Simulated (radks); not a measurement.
# O²⁺ with its nuclear charge varied continuously

One table from this session's results is given with a row withheld; the runs are named, their logs left out.

Method: Dirac Kohn-Sham, PBEsol, spin-unpolarised, spherical densities, finite nucleus; open shells fill j = l - 1/2 first. Code: radks (a radial shooting solver on a logarithmic mesh, Libxc functionals) version 1.

## Starting point

```
element            : oxygen (Z = 8)
charge             : +2
electrons          : 6
configuration      : [He] 2s2 2p2
nuclear rms radius : 2.6991 fm
```

The first run:

The run's settings:

```text
Z 8
configuration [He] 2s2 2p2
relativity Dirac
functional pbe_sol,pbe_sol
spin unpolarised
j_filling energy
nucleus finite rms 2.6991 fm
c 137.035999084
```

Steps of the session up to this table: Z = 8.

One of the session's tables, all rows but one given; the rest of the session is left out.

Sizes of the orbitals, from the radial functions (bohr):

```
level     <r>  outermost maximum (interpolated)  90 % within
1s1/2  0.1997                             0.129        0.358
2s1/2       ?                                 ?            ?
2p1/2   1.002                             0.743         1.67
2p3/2   1.003                             0.744         1.67
```

Estimate the missing values for 2s1/2.

As computed: <r>: 1.030; outermost maximum (interpolated): 0.833; 90 % within: 1.61. In the column «<r>» it is the highest.
